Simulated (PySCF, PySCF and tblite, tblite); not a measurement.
# C₃H₁₂AsNSi₂: conformers and averaged spectra

Aim: find the conformers of C₃H₁₂AsNSi₂ (`CCC[As]1[SiH2]N[SiH2]1`), weigh them, and average their properties.

Computed with tblite 0.8.0 (tight binding) and PySCF 2.14.0 (DFT, with response routines of our own); each step states its level. Atoms count from 0 throughout.

## 1. The molecule as given

19 atoms, charge 0, multiplicity 1; geometry from: UFF geometry.

Bonds of the start (Å): As3–Si4 2.30, As3–Si6 2.31, C0–C1 1.54, C0–H7 1.11, C0–H8 1.11, C0–H9 1.12, C1–C2 1.53, C1–H10 1.11, C1–H11 1.10, C2–As3 1.99, C2–H12 1.11, C2–H13 1.12, N5–H16 1.04, N5–Si6 1.80, Si4–H14 1.48, Si4–H15 1.46, Si4–N5 1.80, Si6–H17 1.48, Si6–H18 1.48.

## 2. GFN2-xTB relaxation, conformer 1

Job settings and geometry (Å):

```
{"job": {"xc": "GFN2-xTB", "basis": "xTB", "kind": "relax"}, "charge": 0, "multiplicity": 1}
C      2.828800     0.790800     0.425100
C      1.872900     0.171300    -0.609800
C      0.765500    -0.643500     0.062800
As    -0.537400     0.555000     0.978200
Si    -1.880300     0.812700    -0.871300
N     -2.971400    -0.570700    -0.521300
Si    -2.192700    -1.061600     1.022400
H      3.273900     0.012700     1.075400
H      3.644100     1.323200    -0.100600
H      2.274500     1.524700     1.065100
H      2.465500    -0.513000    -1.255000
H      1.437800     0.959900    -1.238900
H      1.177300    -1.351900     0.806800
H      0.244300    -1.237900    -0.724500
H     -2.622800     2.092800    -0.830000
H     -1.140200     0.596100    -2.116800
H     -3.894700    -0.160000    -0.267600
H     -1.641200    -2.429100     0.930500
H     -3.113600    -0.862200     2.162100
```

On the command line:

```bash
OMP_NUM_THREADS=1 python ens_run.py task.json out
```

This one command runs the whole study; its stages follow in the order run.

What it wrote:

```text
step      E/eV     max force
  0    -579.76967    1.776
  1    -579.86580    1.244
  2    -579.94777    0.835
  3    -580.00317    0.610
  4    -580.07105    0.647
  5    -580.13684    1.011
  6    -580.19667    0.961
  7    -580.24203    0.490
  8    -580.26998    0.643
  9    -580.29890    0.355
 10    -580.31558    0.690
 11    -580.33483    0.325
 12    -580.34825    0.261
 13    -580.35857    0.213
 14    -580.36561    0.223
 15    -580.36990    0.268
 16    -580.37415    0.147
 17    -580.37782    0.284
 18    -580.38054    0.115
 19    -580.38216    0.121
 20    -580.38345    0.100
 21    -580.38435    0.071
 22    -580.38521    0.054
 23    -580.38571    0.063
 24    -580.38623    0.070
 25    -580.38682    0.069
 26    -580.38739    0.058
 27    -580.38777    0.046
 28    -580.38802    0.037
 29    -580.38802    0.037
 30    -580.38814    0.032
 31    -580.38853    0.030
 32    -580.38862    0.027
 33    -580.38884    0.031
 34    -580.38897    0.031
 35    -580.38912    0.025
 36    -580.38924    0.027
 37    -580.38937    0.026
 38    -580.38952    0.028
 39    -580.38971    0.033
 40    -580.38993    0.043
 41    -580.39014    0.035
 42    -580.39032    0.029
 43    -580.39049    0.031
 44    -580.39068    0.036
 45    -580.39090    0.038
 46    -580.39110    0.030
 47    -580.39126    0.026
 48    -580.39138    0.022
 49    -580.39148    0.027
 50    -580.39156    0.022
 51    -580.39164    0.020
 52    -580.39171    0.018
 53    -580.39176    0.016
 54    -580.39179    0.011
 55    -580.39181    0.009
 56    -580.39183    0.010
 57    -580.39185    0.015
 58    -580.39188    0.016
 59    -580.39190    0.013
 60    -580.39194    0.014
 61    -580.39198    0.017
 62    -580.39202    0.016
 63    -580.39207    0.016
 64    -580.39210    0.012
 65    -580.39213    0.012
 66    -580.39216    0.012
 67    -580.39218    0.013
 68    -580.39221    0.015
 69    -580.39223    0.012
 70    -580.39225    0.011
 71    -580.39229    0.015
 72    -580.39235    0.019
 73    -580.39242    0.027
 74    -580.39251    0.029
 75    -580.39261    0.025
 76    -580.39273    0.032
 77    -580.39285    0.033
 78    -580.39293    0.020
 79    -580.39298    0.018
 80    -580.39302    0.013
 81    -580.39306    0.020
 82    -580.39312    0.019
 83    -580.39316    0.013
 84    -580.39319    0.012
 85    -580.39322    0.015
 86    -580.39327    0.022
 87    -580.39334    0.023
 88    -580.39339    0.014
 89    -580.39343    0.013
 90    -580.39347    0.013
 91    -580.39350    0.015
 92    -580.39353    0.014
 93    -580.39356    0.013
 94    -580.39359    0.013
 95    -580.39363    0.019
 96    -580.39368    0.019
 97    -580.39372    0.014
 98    -580.39376    0.013
 99    -580.39378    0.012
100    -580.39381    0.016
101    -580.39386    0.015
102    -580.39390    0.016
103    -580.39394    0.014
104    -580.39397    0.011
105    -580.39399    0.012
106    -580.39401    0.008
107    -580.39403    0.009
108    -580.39405    0.010
109    -580.39406    0.009
110    -580.39408    0.008
111    -580.39409    0.009
112    -580.39411    0.007
113    -580.39412    0.008
114    -580.39413    0.007
115    -580.39414    0.008
116    -580.39415    0.008
117    -580.39417    0.011
118    -580.39419    0.015
119    -580.39421    0.013
120    -580.39423    0.009
121    -580.39424    0.008
122    -580.39425    0.008
123    -580.39426    0.011
124    -580.39427    0.012
125    -580.39428    0.008
126    -580.39429    0.008
127    -580.39431    0.011
128    -580.39432    0.012
129    -580.39434    0.007
130    -580.39434    0.006
131    -580.39435    0.006
132    -580.39435    0.007
133    -580.39436    0.008
134    -580.39437    0.007
135    -580.39438    0.007
136    -580.39439    0.007
137    -580.39440    0.009
138    -580.39441    0.009
139    -580.39442    0.006
140    -580.39443    0.005
141    -580.39443    0.005
142    -580.39444    0.005
143    -580.39444    0.007
144    -580.39445    0.008
145    -580.39445    0.007
146    -580.39446    0.004
147    -580.39446    0.004
```

Run time: 1.2 s. Hardware: 1 thread of Intel Xeon Platinum 8488C, shared host.

Gain 0.625 eV; displacement 0.26 Å root mean square.

GFN2-xTB relaxation, conformer 2:

Job settings and geometry (Å):

```
{"job": {"xc": "GFN2-xTB", "basis": "xTB", "kind": "relax"}, "charge": 0, "multiplicity": 1}
C      2.213500     0.507500     1.152200
C      1.876400    -0.902800     0.676800
C      0.421600    -1.071500     0.291300
As     0.021100    -0.126600    -1.428100
Si    -2.234000    -0.635500    -1.299900
N     -2.719600     0.869600    -0.454300
Si    -1.088100     1.635300    -0.418500
H      2.071700     1.241300     0.329600
H      1.559400     0.791400     2.008400
H      3.259400     0.556600     1.488700
H      2.100800    -1.612900     1.515900
H      2.530800    -1.178400    -0.169900
H     -0.255200    -0.718900     1.119100
H      0.213100    -2.149100     0.128000
H     -2.839200    -0.669400    -2.645400
H     -2.501100    -1.823900    -0.474400
H     -2.933500     0.597500     0.534600
H     -0.642800     1.866900     0.965100
H     -1.064100     2.832000    -1.262300
```

What it wrote:

```text
step      E/eV     max force
  0    -579.73403    1.869
  1    -579.83833    1.205
  2    -579.90020    0.847
  3    -579.95745    0.604
  4    -580.01999    0.676
  5    -580.08155    0.871
  6    -580.13202    0.862
  7    -580.17335    0.515
  8    -580.19737    0.604
  9    -580.22144    0.419
 10    -580.23781    0.785
 11    -580.26210    0.384
 12    -580.28613    0.312
 13    -580.29925    0.224
 14    -580.31118    0.224
 15    -580.31758    0.373
 16    -580.32268    0.273
 17    -580.32898    0.430
 18    -580.33406    0.302
 19    -580.33887    0.164
 20    -580.34037    0.165
 21    -580.34428    0.155
 22    -580.34590    0.158
 23    -580.34720    0.114
 24    -580.34848    0.087
 25    -580.35054    0.101
 26    -580.35276    0.095
 27    -580.35442    0.097
 28    -580.35553    0.097
 29    -580.35666    0.093
 30    -580.35811    0.090
 31    -580.35974    0.085
 32    -580.36123    0.103
 33    -580.36253    0.096
 34    -580.36386    0.103
 35    -580.36531    0.104
 36    -580.36670    0.087
 37    -580.36779    0.083
 38    -580.36865    0.086
 39    -580.36967    0.124
 40    -580.37118    0.146
 41    -580.37305    0.127
 42    -580.37477    0.089
 43    -580.37604    0.074
 44    -580.37692    0.070
 45    -580.37769    0.060
 46    -580.37842    0.064
 47    -580.37899    0.068
 48    -580.37939    0.047
 49    -580.37973    0.048
 50    -580.38013    0.046
 51    -580.38064    0.069
 52    -580.38129    0.072
 53    -580.38209    0.060
 54    -580.38311    0.111
 55    -580.38436    0.095
 56    -580.38577    0.094
 57    -580.38690    0.079
 58    -580.38772    0.087
 59    -580.38837    0.071
 60    -580.38919    0.079
 61    -580.39050    0.060
 62    -580.39126    0.053
 63    -580.39197    0.056
 64    -580.39257    0.068
 65    -580.39315    0.057
 66    -580.39353    0.044
 67    -580.39376    0.041
 68    -580.39392    0.036
 69    -580.39392    0.036
 70    -580.39401    0.026
 71    -580.39419    0.024
 72    -580.39424    0.026
 73    -580.39441    0.028
 74    -580.39450    0.032
 75    -580.39462    0.033
 76    -580.39474    0.030
 77    -580.39486    0.028
 78    -580.39494    0.024
 79    -580.39501    0.022
 80    -580.39508    0.025
 81    -580.39516    0.023
 82    -580.39523    0.023
 83    -580.39528    0.018
 84    -580.39532    0.018
 85    -580.39537    0.020
 86    -580.39540    0.013
 87    -580.39543    0.009
 88    -580.39544    0.010
 89    -580.39546    0.016
 90    -580.39549    0.016
 91    -580.39551    0.010
 92    -580.39553    0.012
 93    -580.39554    0.012
 94    -580.39556    0.012
 95    -580.39557    0.011
 96    -580.39559    0.009
 97    -580.39561    0.012
 98    -580.39563    0.013
 99    -580.39564    0.012
100    -580.39566    0.012
101    -580.39568    0.013
102    -580.39570    0.013
103    -580.39572    0.012
104    -580.39573    0.007
105    -580.39574    0.006
106    -580.39574    0.007
107    -580.39575    0.007
108    -580.39576    0.007
109    -580.39577    0.007
110    -580.39578    0.007
111    -580.39579    0.007
112    -580.39579    0.006
113    -580.39580    0.004
114    -580.39580    0.004
115    -580.39581    0.005
116    -580.39581    0.006
117    -580.39582    0.008
118    -580.39582    0.007
119    -580.39583    0.007
120    -580.39584    0.007
121    -580.39585    0.007
122    -580.39586    0.008
123    -580.39586    0.006
124    -580.39587    0.005
125    -580.39587    0.005
126    -580.39588    0.006
127    -580.39588    0.006
128    -580.39589    0.005
129    -580.39589    0.004
```

Run time: 1.2 s. Hardware: 1 thread of Intel Xeon Platinum 8488C, shared host.

The energy fell by 0.662 eV, and the atoms moved 0.37 Å (root mean square).

## 3. GFN2-xTB relaxation, conformer 3

Job settings and geometry (Å):

```
{"job": {"xc": "GFN2-xTB", "basis": "xTB", "kind": "relax"}, "charge": 0, "multiplicity": 1}
C      2.985900     0.065500    -0.578700
C      1.815200     0.647400     0.223700
C      0.731700    -0.401800     0.448500
As    -0.749000     0.390600     1.509200
Si    -2.252900    -1.259800     0.898800
N     -2.919100    -0.369800    -0.525400
Si    -1.923700     1.121700    -0.338100
H      3.432900    -0.794000    -0.044000
H      2.627500    -0.259700    -1.578000
H      3.754100     0.844800    -0.708500
H      1.398000     1.518300    -0.306700
H      2.198500     0.981200     1.221300
H      1.127700    -1.265200     1.013400
H      0.353500    -0.759300    -0.540200
H     -1.576400    -2.484100     0.472600
H     -3.292100    -1.456300     1.926300
H     -3.894200    -0.104700    -0.275300
H     -2.776700     2.267100    -0.008500
H     -1.050500     1.327300    -1.492400
```

What it wrote:

```text
step      E/eV     max force
  0    -579.75544    1.799
  1    -579.84650    1.256
  2    -579.92872    0.749
  3    -579.97922    0.680
  4    -580.05385    0.637
  5    -580.11731    0.974
  6    -580.17673    0.913
  7    -580.22174    0.563
  8    -580.25027    0.670
  9    -580.27812    0.394
 10    -580.29594    0.795
 11    -580.31684    0.424
 12    -580.33130    0.233
 13    -580.33900    0.222
 14    -580.34696    0.192
 15    -580.35088    0.368
 16    -580.35476    0.157
 17    -580.35889    0.181
 18    -580.36201    0.105
 19    -580.36322    0.121
 20    -580.36438    0.109
 21    -580.36530    0.072
 22    -580.36594    0.050
 23    -580.36637    0.056
 24    -580.36677    0.065
 25    -580.36722    0.062
 26    -580.36764    0.043
 27    -580.36795    0.041
 28    -580.36818    0.037
 29    -580.36818    0.037
 30    -580.36829    0.030
 31    -580.36856    0.031
 32    -580.36864    0.027
 33    -580.36883    0.029
 34    -580.36895    0.030
 35    -580.36912    0.030
 36    -580.36924    0.028
 37    -580.36934    0.024
 38    -580.36943    0.023
 39    -580.36955    0.031
 40    -580.36971    0.031
 41    -580.36986    0.026
 42    -580.36998    0.024
 43    -580.37006    0.024
 44    -580.37014    0.024
 45    -580.37022    0.024
 46    -580.37031    0.023
 47    -580.37039    0.021
 48    -580.37045    0.014
 49    -580.37049    0.015
 50    -580.37053    0.016
 51    -580.37057    0.012
 52    -580.37061    0.013
 53    -580.37063    0.010
 54    -580.37065    0.009
 55    -580.37067    0.008
 56    -580.37068    0.008
 57    -580.37069    0.011
 58    -580.37071    0.012
 59    -580.37072    0.011
 60    -580.37074    0.012
 61    -580.37077    0.010
 62    -580.37079    0.013
 63    -580.37081    0.010
 64    -580.37083    0.008
 65    -580.37083    0.007
 66    -580.37084    0.006
 67    -580.37085    0.006
 68    -580.37086    0.008
 69    -580.37087    0.008
 70    -580.37088    0.008
 71    -580.37090    0.009
 72    -580.37092    0.010
 73    -580.37094    0.010
 74    -580.37096    0.009
 75    -580.37098    0.011
 76    -580.37100    0.012
 77    -580.37103    0.013
 78    -580.37105    0.011
 79    -580.37106    0.009
 80    -580.37107    0.007
 81    -580.37108    0.011
 82    -580.37110    0.011
 83    -580.37111    0.008
 84    -580.37111    0.008
 85    -580.37112    0.008
 86    -580.37113    0.008
 87    -580.37114    0.006
 88    -580.37115    0.005
 89    -580.37115    0.006
 90    -580.37116    0.007
 91    -580.37116    0.005
 92    -580.37116    0.004
```

Run time: 0.83 s. Hardware: 1 thread of Intel Xeon Platinum 8488C, shared host.

Gain 0.616 eV; displacement 0.21 Å root mean square.

## 4. Shieldings, conformer 1: PBE0/pcSseg-1 in water

Job settings and geometry (Å):

```
{"job": {"xc": "PBE0", "basis": "pcSseg-1", "solvent": "water", "kind": "nmr", "pop": true}, "charge": 0, "multiplicity": 1}
C      2.782321     0.891069     0.344946
C      1.935894     0.064817    -0.614103
C      0.856781    -0.730042     0.115649
As    -0.458881     0.435469     1.082694
Si    -1.811579     0.995073    -0.755813
N     -2.941007    -0.212273    -0.219346
Si    -2.251762    -1.082444     1.118820
H      3.271388     0.245712     1.072615
H      3.546303     1.447267    -0.193591
H      2.149391     1.600169     0.883930
H      2.585710    -0.622425    -1.165882
H      1.463168     0.730888    -1.343577
H      1.332444    -1.392597     0.848148
H      0.326491    -1.364938    -0.600398
H     -2.466956     2.311012    -0.801372
H     -1.329293     0.682279    -2.114963
H     -3.820093    -0.425621    -0.662336
H     -1.991754    -2.485693     0.744982
H     -3.188369    -1.078471     2.252137
```

What it wrote:

```text
coarse grid: 70480 points
cycle   1  E = -2990.1267368738  dE = -2.655e-01  |g| = 8.464e-01  |ddm| = 4.041e+00
cycle   2  E = -2990.0639549732  dE =  6.278e-02  |g| = 8.778e-01  |ddm| = 1.211e+00
cycle   3  E = -2990.1983213732  dE = -1.344e-01  |g| = 2.028e-01  |ddm| = 8.920e-01
cycle   4  E = -2990.2068299263  dE = -8.509e-03  |g| = 4.563e-02  |ddm| = 1.956e-01
cycle   5  E = -2990.2071550462  dE = -3.251e-04  |g| = 1.234e-02  |ddm| = 4.376e-02
cycle   6  E = -2990.2071932865  dE = -3.824e-05  |g| = 2.698e-03  |ddm| = 1.377e-02
cycle   7  E = -2990.2071949483  dE = -1.662e-06  |g| = 1.002e-03  |ddm| = 3.113e-03
final grid: 146008 points
cycle   8  E = -2990.2071152914  dE =  6.915e-08  |g| = 1.263e-03  |ddm| = 2.573e-03
cycle   9  E = -2990.2071149710  dE =  3.204e-07  |g| = 1.692e-03  |ddm| = 2.421e-03
cycle  10  E = -2990.2071156958  dE = -7.248e-07  |g| = 1.226e-04  |ddm| = 1.382e-03
cycle  11  E = -2990.2071156995  dE = -3.690e-09  |g| = 1.846e-05  |ddm| = 1.234e-04
cycle  12  E = -2990.2071156995  dE = -4.002e-11  |g| = 5.382e-06  |ddm| = 2.070e-05
converged SCF energy = -2990.2071156995

GIAO shielding tensors (ppm)
atom      isotropic    diamagn.    paramagn.     s11        s22        s33       span
  0 C      170.563     247.915     -77.352    158.370    168.502    184.817     26.447
  1 C      159.144     247.316     -88.172    151.916    154.215    171.303     19.387
  2 C      155.430     250.137     -94.707    135.420    158.932    171.938     36.518
  3 As    1687.233    2881.283   -1194.050   1409.158   1721.690   1930.851    521.693
  4 Si     358.728     879.396    -520.667    326.698    338.061    411.425     84.727
  5 N      248.396     324.914     -76.518    207.870    217.369    319.948    112.078
  6 Si     357.511     879.519    -522.008    327.592    337.103    407.837     80.245
  7 H       30.964      29.265       1.698     27.001     28.440     37.450     10.449
  8 H       30.539      27.705       2.834     25.892     27.373     38.352     12.460
  9 H       30.235      30.731      -0.496     23.733     32.848     34.124     10.391
 10 H       29.547      30.000      -0.453     23.686     27.790     37.163     13.477
 11 H       30.285      32.173      -1.888     25.350     30.303     35.203      9.853
 12 H       29.595      32.422      -2.827     24.187     28.092     36.507     12.320
 13 H       28.724      33.288      -4.564     21.938     29.069     35.164     13.226
 14 H       26.044      28.964      -2.920     22.382     23.757     31.992      9.610
 15 H       25.917      29.976      -4.059     22.541     24.320     30.891      8.350
 16 H       31.835      29.431       2.404     21.914     26.505     47.087     25.173
 17 H       25.934      29.414      -3.481     22.951     23.511     31.338      8.388
 18 H       25.981      28.551      -2.570     22.473     23.380     32.090      9.618
```

Wall time 50 s (1 thread of Intel Xeon Platinum 8488C, shared host); peak memory 1.3 GiB.

In short: HOMO -6.77 eV, LUMO -0.68 eV; dipole 1.94 D.

## 5. Shieldings, conformer 2: PBE0/pcSseg-1 in water

Job settings and geometry (Å):

```
{"job": {"xc": "PBE0", "basis": "pcSseg-1", "solvent": "water", "kind": "nmr", "pop": false}, "charge": 0, "multiplicity": 1}
C      2.305193     0.492019     1.089446
C      2.021618    -0.953923     0.706297
C      0.558561    -1.174469     0.331243
As     0.004089    -0.125905    -1.286490
Si    -2.270103    -0.708738    -1.265081
N     -2.611191     0.866498    -0.613146
Si    -1.111207     1.660841    -0.238142
H      2.094534     1.151017     0.243539
H      1.678296     0.795877     1.925550
H      3.347599     0.617158     1.374766
H      2.288828    -1.608504     1.542323
H      2.654385    -1.228656    -0.144748
H     -0.083527    -0.932762     1.182845
H      0.409453    -2.236547     0.102857
H     -2.993990    -0.889718    -2.531872
H     -2.713962    -1.763032    -0.333721
H     -3.528708     1.221003    -0.396632
H     -0.977986     1.830680     1.221759
H     -1.081685     2.996411    -0.854052
```

What it wrote:

```text
coarse grid: 70480 points
cycle   1  E = -2990.1268663325  dE = -2.652e-01  |g| = 8.464e-01  |ddm| = 4.042e+00
cycle   2  E = -2990.0638660376  dE =  6.300e-02  |g| = 8.786e-01  |ddm| = 1.206e+00
cycle   3  E = -2990.1984045067  dE = -1.345e-01  |g| = 2.026e-01  |ddm| = 8.890e-01
cycle   4  E = -2990.2069065099  dE = -8.502e-03  |g| = 4.561e-02  |ddm| = 1.947e-01
cycle   5  E = -2990.2072306255  dE = -3.241e-04  |g| = 1.244e-02  |ddm| = 4.380e-02
cycle   6  E = -2990.2072695692  dE = -3.894e-05  |g| = 2.690e-03  |ddm| = 1.389e-02
cycle   7  E = -2990.2072712167  dE = -1.648e-06  |g| = 9.995e-04  |ddm| = 3.112e-03
final grid: 146008 points
cycle   8  E = -2990.2072282875  dE =  6.814e-08  |g| = 1.272e-03  |ddm| = 2.501e-03
cycle   9  E = -2990.2072279770  dE =  3.105e-07  |g| = 1.687e-03  |ddm| = 2.383e-03
cycle  10  E = -2990.2072286966  dE = -7.196e-07  |g| = 1.223e-04  |ddm| = 1.364e-03
cycle  11  E = -2990.2072287003  dE = -3.724e-09  |g| = 1.742e-05  |ddm| = 1.219e-04
cycle  12  E = -2990.2072287004  dE = -5.548e-11  |g| = 5.451e-06  |ddm| = 1.973e-05
converged SCF energy = -2990.2072287004

GIAO shielding tensors (ppm)
atom      isotropic    diamagn.    paramagn.     s11        s22        s33       span
  0 C      170.073     249.382     -79.308    160.331    167.122    182.768     22.437
  1 C      158.261     246.565     -88.304    148.812    154.480    171.491     22.679
  2 C      156.041     249.329     -93.288    134.725    160.793    172.604     37.879
  3 As    1691.622    2881.271   -1189.648   1466.785   1765.955   1842.128    375.343
  4 Si     358.670     879.641    -520.971    324.838    339.577    411.596     86.759
  5 N      248.176     324.949     -76.773    206.541    214.349    323.636    117.095
  6 Si     355.166     879.353    -524.187    326.024    333.277    406.197     80.172
  7 H       30.823      31.605      -0.782     25.259     33.197     34.011      8.752
  8 H       30.983      31.046      -0.063     26.814     29.386     36.750      9.936
  9 H       30.479      27.931       2.548     25.811     27.184     38.443     12.632
 10 H       29.566      29.040       0.526     23.997     27.502     37.200     13.203
 11 H       30.201      30.388      -0.187     25.713     28.626     36.263     10.550
 12 H       29.108      32.958      -3.850     23.367     28.960     34.996     11.628
 13 H       29.150      31.568      -2.419     22.373     28.599     36.477     14.104
 14 H       25.985      28.594      -2.608     22.428     23.415     32.114      9.686
 15 H       25.925      29.434      -3.509     22.989     23.550     31.237      8.248
 16 H       31.916      29.659       2.257     21.975     26.492     47.282     25.307
 17 H       25.867      30.091      -4.224     22.286     24.764     30.550      8.265
 18 H       25.963      28.976      -3.013     22.349     23.755     31.785      9.436
```

Run time: 46 s. Hardware: 1 thread of Intel Xeon Platinum 8488C, shared host; peak memory 1.4 GiB.

In short: HOMO -6.85 eV, LUMO -0.67 eV; dipole 1.90 D.

[end of part 1 of 3]
